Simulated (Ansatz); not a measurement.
# F− with SiNH₅: superposition error and deformation, part 2 of 2

Ansatz 0.2.0, Gaussian basis. The steps go on from the part before.

**10. PBE0-D4/def2-TZVPPD**

Input file free-b/in.yaml:

```yaml
crystal:
  periodic: [false, false, false]
  atoms:
    - {symbol: Si, position_ang: [-0.422718, -0.341895, 0.418753]}
    - {symbol: N, position_ang: [0.904028, 0.684457, 0.037434]}
    - {symbol: H, position_ang: [-1.746029, 0.064582, -0.143323]}
    - {symbol: H, position_ang: [-0.117197, -1.697628, -0.106743]}
    - {symbol: H, position_ang: [-0.562371, -0.376524, 1.897524]}
    - {symbol: H, position_ang: [1.264895, 0.702849, -0.902844]}
    - {symbol: H, position_ang: [0.963876, 1.597494, 0.458682]}
basis:
  gaussian: {orbitals: "def2-TZVPPD.json"}
hamiltonian: {xc: pbe0, dispersion: d4}
output: {orbitals: {seedname: orbitals}}
```

The run is started by

```console
$ ansatz run in.yaml --threads 2 --pin off --events-out ev --progress --plain --max-ram 5222MiB
```

The program printed (excerpt; [...] marks lines left out):

```text
Functional definition: PBE0
  name "PBE0"
  cite "Adamo & Barone, J. Chem. Phys. 110, 6158 (1999) doi:10.1063/1.478522"
  cite "Perdew, Burke & Ernzerhof, Phys. Rev. Lett. 77, 3865 (1996) doi:10.1103/PhysRevLett.77.3865"
  parent pbe
  parameter a = 0.25
  parameter kappa = 0.804
  parameter beta = 0.06672455060314922
  exchange = (1 - a)*pbe_x(kappa = kappa, mu = beta*pi^2/3) + a*exact_x
  correlation = pbe_c(beta = beta)
796 factors; their error is unknown
mean field evaluation 1: about -9439.5949 eV, gradient 5.6e1 eV
mean field evaluation 2: about -9431.2958 eV, gradient 7.9e1 eV
mean field evaluation 4: about -9445.3211 eV, gradient 1.0e0 eV
mean field evaluation 8: about -9445.3434 eV, gradient 2.9e-1 eV
mean field -9445.34346662 eV, -347.1099701146 hartree, gradient 1.9e-5 eV, S^2 0.000000; 0 other end points of the search recorded, 0 dependent functions left out
reference -9445.34349654 eV, -347.1099712142 hartree; 13, 13 occupied and 157, 157 virtual orbitals, 796 factors
Total energy: -9445.41286716 eV, -347.1125205373 hartree
```

Run time: 1.5 s. Hardware: 2 threads of Arm Neoverse V2, shared host.

**11. B3LYP-D4/def2-TZVPPD**

free-b/in.yaml, as its differences from that of step 10:

```diff
@@ -12,3 +12,2 @@
   gaussian: {orbitals: "def2-TZVPPD.json"}
-hamiltonian: {xc: pbe0, dispersion: d4}
-output: {orbitals: {seedname: orbitals}}
+hamiltonian: {xc: {name: B3LYP}, dispersion: d4}
```

The run is started by

```console
$ ansatz run in.yaml --threads 2 --pin off --events-out ev --progress --plain --max-ram 5222MiB
```

The program printed:

```text
Functional definition: B3LYP
  name "B3LYP"
  cite "Stephens, Devlin, Chabalowski & Frisch, J. Phys. Chem. 98, 11623 (1994) doi:10.1021/j100096a001"
[... 2 set-up lines as earlier in the session ...]
  cite "Vosko, Wilk & Nusair, Can. J. Phys. 58, 1200 (1980) doi:10.1139/p80-159"
  parameter a0 = 0.2
  parameter ax = 0.72
  parameter ac = 0.81
  exchange = (1 - a0 - ax)*slater_x + ax*b88_x + a0*exact_x
  correlation = (1 - ac)*vwn_rpa_c + ac*lyp_c
789 factors; their error is unknown
mean field evaluation 1: about -9444.3752 eV, gradient 6.2e1 eV
mean field evaluation 2: about -9430.6985 eV, gradient 9.4e1 eV
mean field evaluation 4: about -9451.3742 eV, gradient 1.4e0 eV
mean field evaluation 8: about -9451.3913 eV, gradient 3.1e-2 eV
mean field -9451.39128044 eV, -347.3322231730 hartree, gradient 2.2e-5 eV, S^2 0.000000; 0 other end points of the search recorded, 0 dependent functions left out
reference -9451.39151784 eV, -347.3322318973 hartree; 13, 13 occupied and 157, 157 virtual orbitals, 789 factors
Total energy: -9451.52785437 eV, -347.3372421722 hartree
```

Wall time 1.7 s (2 threads of Arm Neoverse V2, shared host).

**12. wB97X-V/def2-TZVPPD**

free-b/in.yaml, as its differences from that of step 11:

```diff
@@ -12,2 +12,2 @@
   gaussian: {orbitals: "def2-TZVPPD.json"}
-hamiltonian: {xc: {name: B3LYP}, dispersion: d4}
+hamiltonian: {xc: {name: wB97X-V}}
```

The run is started by

```console
$ ansatz run in.yaml --threads 2 --pin off --events-out ev --progress --plain --max-ram 5222MiB
```

The program printed (excerpt; [...] marks lines left out):

```text
[... 5 set-up lines as earlier in the session ...]
[...]
      + integral(e_c_pw_opposite_spin*poly(b97_u_opposite, cos0, cos1)) + vv10(b, c)
789 factors; their error is unknown
239 factors; integrals over basis functions are off by at most 1.6e-5 eV
[...]
mean field -9448.83399484 eV, -347.2382446606 hartree, gradient 2.5e-5 eV, S^2 0.000000; 0 other end points of the search recorded, 0 dependent functions left out
reference -9448.83399281 eV, -347.2382445861 hartree; 13, 13 occupied and 157, 157 virtual orbitals, 789 factors
Total energy: -9448.83399281 eV, -347.2382445861 hartree
```

It took 4.2 s on 2 threads of Arm Neoverse V2, shared host.

**13. wB97M-V/def2-TZVPPD**

free-b/in.yaml, as its differences from that of step 12:

```diff
@@ -12,2 +12,2 @@
   gaussian: {orbitals: "def2-TZVPPD.json"}
-hamiltonian: {xc: {name: wB97X-V}}
+hamiltonian: {xc: {name: wB97M-V}}
```

The run is started by

```console
$ ansatz run in.yaml --threads 2 --pin off --events-out ev --progress --plain --max-ram 5222MiB
```

The program printed (excerpt; [...] marks lines left out):

```text
[... 5 set-up lines as earlier in the session ...]
  # Of w^i u^j: cxij and so on, Table III.
[...]
  gx(w, u) = 1 - cx + cx01*u + cx10*w
  gss(w, u) = css00 + css04*u^4 + css10*w + css20*w^2 + css43*w^4*u^3
  gos(w, u) = cos00 + cos10*w + (cos20 + cos21*u)*w^2 + (cos60 + cos61*u)*w^6
[...]
      + integral(e_c_pw_mod_opposite_spin*gos(b97_w_opposite, b97_u_opposite)) + vv10(b, c)
784 factors; their error is unknown
239 factors; integrals over basis functions are off by at most 1.6e-5 eV
[...]
mean field -9449.02651764 eV, -347.2453197429 hartree, gradient 7.7e-5 eV, S^2 0.000000; 0 other end points of the search recorded, 0 dependent functions left out
reference -9449.02656880 eV, -347.2453216233 hartree; 13, 13 occupied and 157, 157 virtual orbitals, 784 factors
Total energy: -9449.02656880 eV, -347.2453216233 hartree
```

Wall time 4.6 s (2 threads of Arm Neoverse V2, shared host).

**14. B2PLYP/def2-TZVPPD**

free-b/in.yaml, as its differences from that of step 13:

```diff
@@ -12,2 +12,2 @@
   gaussian: {orbitals: "def2-TZVPPD.json"}
-hamiltonian: {xc: {name: wB97M-V}}
+hamiltonian: {xc: {name: B2PLYP}}
```

The run is started by

```console
$ ansatz run in.yaml --threads 2 --pin off --events-out ev --progress --plain --max-ram 5222MiB
```

The program printed (excerpt; [...] marks lines left out):

```text
[... 5 set-up lines as earlier in the session ...]
[...]
949 factors; integrals over basis functions are off by at most 1.2e-3 eV
[...]
mean field -9442.87856257 eV, -347.0193865616 hartree, gradient 4.5e-6 eV, S^2 0.000000; 0 other end points of the search recorded, 0 dependent functions left out
6 core orbitals not correlated: weight in the atoms' cores, before any rotation towards them, 1.000 or more for the frozen orbitals, at most 0.000 for the correlated occupied ones
reference -9442.87871083 eV, -347.0193920099 hartree; 7, 7 occupied and 157, 157 virtual orbitals, 949 factors
second order -11.64819200 eV of doubles, -0.00000000 eV of singles
Total energy: -9446.02372267 eV, -347.1349690632 hartree
```

Run time: 2.5 s. Hardware: 2 threads of Arm Neoverse V2, shared host.

**15. BLYP-D4/def2-TZVPPD**

free-b/in.yaml, as its differences from that of step 14:

```diff
@@ -12,2 +12,2 @@
   gaussian: {orbitals: "def2-TZVPPD.json"}
-hamiltonian: {xc: {name: B2PLYP}}
+hamiltonian: {xc: {name: BLYP}, dispersion: d4}
```

The run is started by

```console
$ ansatz run in.yaml --threads 2 --pin off --events-out ev --progress --plain --max-ram 5222MiB
```

The program printed (excerpt; [...] marks lines left out):

```text
Functional definition: BLYP
  name "BLYP"
[... 2 set-up lines as earlier in the session ...]
  parameter beta = 0.0042
  parameter a = 0.04918
  parameter b = 0.132
  parameter c = 0.2533
  parameter d = 0.349
  exchange = b88_x(beta = beta)
  correlation = lyp_c(a = a, b = b, c = c, d = d)
779 factors; their error is unknown
mean field evaluation 1: about -9439.6998 eV, gradient 7.3e1 eV
mean field evaluation 2: about -9400.8814 eV, gradient 1.3e2 eV
mean field evaluation 4: about -9449.7339 eV, gradient 4.3e0 eV
mean field evaluation 8: about -9449.7761 eV, gradient 3.3e-1 eV
mean field -9449.77627117 eV, -347.2728726770 hartree, gradient 8.0e-5 eV, S^2 0.000000; 0 other end points of the search recorded, 0 dependent functions left out
reference -9449.77659930 eV, -347.2728847357 hartree; 13, 13 occupied and 157, 157 virtual orbitals, 779 factors
Total energy: -9449.96892034 eV, -347.2799524034 hartree
```

Run time: 1.3 s. Hardware: 2 threads of Arm Neoverse V2, shared host.

**16. revPBE-D4/def2-TZVPPD**

free-b/in.yaml, as its differences from that of step 15:

```diff
@@ -12,2 +12,2 @@
   gaussian: {orbitals: "def2-TZVPPD.json"}
-hamiltonian: {xc: {name: BLYP}, dispersion: d4}
+hamiltonian: {xc: {name: revPBE}, dispersion: d4}
```

The run is started by

```console
$ ansatz run in.yaml --threads 2 --pin off --events-out ev --progress --plain --max-ram 5222MiB
```

The program printed (excerpt; [...] marks lines left out):

```text
Functional definition: revPBE
  name "revPBE"
  cite "Zhang & Yang, Phys. Rev. Lett. 80, 890 (1998) doi:10.1103/PhysRevLett.80.890"
[... 1 set-up line as earlier in the session ...]
  parameter kappa = 1.245
[... 3 set-up lines as earlier in the session ...]
779 factors; their error is unknown
mean field evaluation 1: about -9439.7201 eV, gradient 6.8e1 eV
mean field evaluation 2: about -9407.5109 eV, gradient 1.2e2 eV
mean field evaluation 4: about -9448.3529 eV, gradient 3.6e0 eV
mean field evaluation 8: about -9448.3971 eV, gradient 4.7e-2 eV
mean field evaluation 16: about -9448.3796 eV, gradient 5.9e-5 eV
mean field -9448.37963871 eV, -347.2215473810 hartree, gradient 5.9e-5 eV, S^2 0.000000; 0 other end points of the search recorded, 0 dependent functions left out
reference -9448.37969156 eV, -347.2215493230 hartree; 13, 13 occupied and 157, 157 virtual orbitals, 779 factors
Total energy: -9448.66880074 eV, -347.2321738894 hartree
```

Wall time 1.2 s (2 threads of Arm Neoverse V2, shared host).

**17. B97M-V/def2-TZVPPD**

free-b/in.yaml, as its differences from that of step 16:

```diff
@@ -12,2 +12,2 @@
   gaussian: {orbitals: "def2-TZVPPD.json"}
-hamiltonian: {xc: {name: revPBE}, dispersion: d4}
+hamiltonian: {xc: {name: B97M-V}}
```

The run is started by

```console
$ ansatz run in.yaml --threads 2 --pin off --events-out ev --progress --plain --max-ram 5222MiB
```

The program printed (excerpt; [...] marks lines left out):

```text
[... 5 set-up lines as earlier in the session ...]
  # Of w^i u^j: cxij and so on, Table III.
[...]
  gx(w, u) = cx00 + cx01*u + cx02*u^2 + (cx10 + cx11*u)*w
  gss(w, u) = css00 + css02*u^2 + css10*w + (css32*w^3 + css42*w^4)*u^2
  gos(w, u) = cos00 + cos01*u + cos03*u^3 + cos10*w + cos32*w^3*u^2
[...]
      + integral(e_c_pw_mod_opposite_spin*gos(b97_w_opposite, b97_u_opposite)) + vv10(b, c)
779 factors; their error is unknown
[...]
mean field -9448.26802551 eV, -347.2174456713 hartree, gradient 2.3e-5 eV, S^2 0.000000; 0 other end points of the search recorded, 0 dependent functions left out
reference -9448.26808617 eV, -347.2174479006 hartree; 13, 13 occupied and 157, 157 virtual orbitals, 779 factors
Total energy: -9448.26808617 eV, -347.2174479006 hartree
```

Run time: 4.7 s. Hardware: 2 threads of Arm Neoverse V2, shared host.

**18. HSE06-D4/def2-TZVPPD**

free-b/in.yaml, as its differences from that of step 17:

```diff
@@ -12,2 +12,2 @@
   gaussian: {orbitals: "def2-TZVPPD.json"}
-hamiltonian: {xc: {name: B97M-V}}
+hamiltonian: {xc: hse06, dispersion: d4}
```

The run is started by

```console
$ ansatz run in.yaml --threads 2 --pin off --events-out ev --progress --plain --max-ram 5222MiB
```

The program printed (excerpt; [...] marks lines left out):

```text
Functional definition: HSE06
  name "HSE06"
  cite "Heyd, Scuseria & Ernzerhof, J. Chem. Phys. 118, 8207 (2003) doi:10.1063/1.1564060"
  cite "Krukau, Vydrov, Izmaylov & Scuseria, J. Chem. Phys. 125, 224106 (2006) doi:10.1063/1.2404663"
  cite "Heyd & Scuseria, J. Chem. Phys. 120, 7274 (2004) doi:10.1063/1.1668634"
  cite "Ernzerhof & Perdew, J. Chem. Phys. 109, 3313 (1998) doi:10.1063/1.476928"
[... 2 set-up lines as earlier in the session ...]
[...]
  # The whole range is PBE's own exchange, as in plane waves. The composition of these papers is wPBEh.
[...]
796 factors; their error is unknown
89 factors; integrals over basis functions are off by at most 2.5e-6 eV
[...]
mean field -9445.06904533 eV, -347.0998853180 hartree, gradient 1.4e-5 eV, S^2 0.000000; 0 other end points of the search recorded, 0 dependent functions left out
reference -9445.06908507 eV, -347.0998867787 hartree; 13, 13 occupied and 157, 157 virtual orbitals, 796 factors
Total energy: -9445.13301539 eV, -347.1022361746 hartree
```

Run time: 1.6 s. Hardware: 2 threads of Arm Neoverse V2, shared host.

**19. CCSD(T)/def2-TZVPPD**

free-b/in.yaml, as its differences from that of step 18:

```diff
@@ -12,2 +12,2 @@
   gaussian: {orbitals: "def2-TZVPPD.json"}
-hamiltonian: {xc: hse06, dispersion: d4}
+correlation: {method: ccsd_t}
```

The run is started by

```console
$ ansatz run in.yaml --threads 2 --pin off --events-out ev --progress --plain --max-ram 5222MiB
```

The program printed (excerpt; [...] marks lines left out):

```text
[... 4 set-up lines as earlier in the session ...]
[...]
949 factors; integrals over basis functions are off by at most 1.2e-3 eV
[...]
mean field -9424.69527588 eV, -346.3511631008 hartree, gradient 1.2e-6 eV, S^2 0.000000; 0 other end points of the search recorded, 0 dependent functions left out
6 core orbitals not correlated: weight in the atoms' cores, before any rotation towards them, 1.000 or more for the frozen orbitals, at most 0.000 for the correlated occupied ones
reference -9424.69527588 eV, -346.3511631008 hartree; 7, 7 occupied and 157, 157 virtual orbitals, 949 factors
second order -9.63415498 eV of doubles, -0.00000000 eV of singles
cycle   1  -10.15158105 eV  change   -5.2e-1 eV  update   6.5e-2
[...]
cycle   9  -10.47034865 eV  change   -2.8e-6 eV  update   1.2e-5
perturbative correction -0.34220145 eV, -0.0125756712 hartree
Total energy: -9435.50782598 eV, -346.7485169877 hartree
```

Run time: 13 s. Hardware: 2 threads of Arm Neoverse V2, shared host; peak memory 1.3 GiB.

**20. The split**

```
      method  interaction with counterpoise (meV)  without  superposition error  deformation  binding energy
      PBE-D4                                -2810    -2823                   12          963           -1847
   revPBE-D4                                -2763    -2776                   14          969           -1794
     BLYP-D4                                -2685    -2698                   14         1014           -1671
   r2SCAN-D4                                -3098    -3105                    8         1077           -2021
      B97M-V                                -3185    -3192                    7         1086           -2099
     PBE0-D4                                -3051    -3058                    7         1082           -1969
    B3LYP-D4                                -2914    -2923                    9         1109           -1805
    HSE06-D4                                -3049    -3055                    7         1080           -1969
     wB97X-V                                -3031    -3038                    7         1142           -1889
     wB97M-V                                -3066    -3072                    6         1124           -1943
      B2PLYP                                -2904    -2936                   32         1152           -1752
Hartree-Fock                                -3153    -3159                    6         1377           -1776
         MP2                                -2985    -3074                   89         1190           -1795
        CCSD                                -3025    -3106                   81         1173           -1852
     CCSD(T)                                -2991    -3080                   89         1139           -1852
```

**21. Results**

The summary covers parts 1 to 2.

| quantity | value |
| --- | --- |
| interaction, CCSD(T) | -2991 meV |
| superposition error | 89 meV |
| deformation | 1139 meV |
| binding energy | -1852 meV |

**Reading.** In this basis the superposition error is 89 meV for CCSD(T) and 9 meV on average for the plain functionals: correlated methods borrow far more, since they need many more functions to converge. Deformation takes back 38 % of the interaction.
